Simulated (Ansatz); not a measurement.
# CH8BClSi2: small, medium and large basis sets

An exercise on one series of results from a longer session: the logs are not shown, and one member is left open.

Program: Ansatz 0.2.0, Gaussian basis. Level of theory: one geometry, several basis sets. These are calculated values, not measurements.

The runs, in order: PBE0-D4/def2-SVP; ωB97M-V/def2-SVP; PBE0-D4/def2-QZVPP; ωB97M-V/def2-QZVPP; the functionals' def2-TZVPP values are taken from earlier runs.

### Structure used throughout

An earlier PBE0-D4 in a triple-zeta def2 set relaxation fixed the geometry.

SMILES `C[SiH](Cl)B[SiH3]`, 13 atoms, charge 0, spin multiplicity 1.

Atoms are counted from 1 here; the program's logs count them from 0.

Bond lengths: C1–Si2 1.868 Å, C1–H6 1.092 Å, C1–H7 1.093 Å, C1–H8 1.092 Å, Si2–Cl3 2.076 Å, Si2–B4 2.003 Å, Si2–H9 1.493 Å, B4–Si5 2.004 Å, B4–H10 1.199 Å, Si5–H11 1.495 Å, Si5–H12 1.488 Å, Si5–H13 1.488 Å. Angles: Si2–C1–H6 111.0°, Si2–C1–H7 110.0°, Si2–C1–H8 110.3°, H6–C1–H7 108.5°, H6–C1–H8 108.3°, H7–C1–H8 108.7°, C1–Si2–Cl3 107.9°, C1–Si2–B4 113.8°, C1–Si2–H9 110.2°, Cl3–Si2–B4 111.3°, Cl3–Si2–H9 106.2°, B4–Si2–H9 107.3°, Si2–B4–Si5 122.9°, Si2–B4–H10 116.3°, Si5–B4–H10 120.8°, B4–Si5–H11 104.8°, B4–Si5–H12 111.8°, B4–Si5–H13 115.0° and more.

The first run:

in.yaml

```yaml
crystal:
  periodic: [false, false, false]
  atoms:
    - {symbol: C, position_ang: [-2.118887, 0.654906, 0.881982]}
    - {symbol: Si, position_ang: [-0.295059, 0.285233, 1.039126]}
    - {symbol: Cl, position_ang: [-0.097416, -1.648815, 1.766019]}
    - {symbol: B, position_ang: [0.727837, 0.530198, -0.665865]}
    - {symbol: Si, position_ang: [1.901705, -0.895278, -1.443737]}
    - {symbol: H, position_ang: [-2.589289, -0.004431, 0.149747]}
    - {symbol: H, position_ang: [-2.264630, 1.689672, 0.561435]}
    - {symbol: H, position_ang: [-2.618405, 0.512076, 1.842341]}
    - {symbol: H, position_ang: [0.325590, 1.178749, 2.060882]}
    - {symbol: H, position_ang: [0.577535, 1.577751, -1.229614]}
    - {symbol: H, position_ang: [0.953908, -1.894009, -2.026400]}
    - {symbol: H, position_ang: [2.702331, -1.583380, -0.395346]}
    - {symbol: H, position_ang: [2.815180, -0.437270, -2.525669]}
basis:
  gaussian: {orbitals: def2-SVP}
hamiltonian: {xc: pbe0, dispersion: d4}
output: {orbitals: {seedname: orbitals}}
```

Started as:

```console
$ ansatz run in.yaml --threads 4 --pin off --events-out ev --progress --plain --max-ram 10444MiB
```

Steps of the session up to this table: PBE0-D4 in def2-SVP; ωB97M-V in def2-SVP; PBE0-D4 in def2-QZVPP; ωB97M-V in def2-QZVPP.

One table of the session follows, with a row left open; its other results are not shown here.

It belongs to the step «Density functionals: the series». 

| functional | basis | HOMO (eV) | LUMO (eV) |
| --- | --- | --- | --- |
| PBE0-D4 | def2-SVP | -7.80 | -2.93 |
| PBE0-D4 | def2-TZVPP | -7.81 | -2.97 |
| PBE0-D4 | def2-QZVPP | ? | ? |
| ωB97M-V | def2-SVP | -9.87 | -0.90 |
| ωB97M-V | def2-TZVPP | -9.92 | -1.00 |
| ωB97M-V | def2-QZVPP | -9.93 | -1.03 |

**Question.** Estimate the row for PBE0-D4, def2-QZVPP.

**Answer.** HOMO (eV): -7.83; LUMO (eV): -2.98. In the column «HOMO (eV)» it lies between ωB97M-V, def2-SVP (-9.87) and PBE0-D4, def2-TZVPP (-7.81).
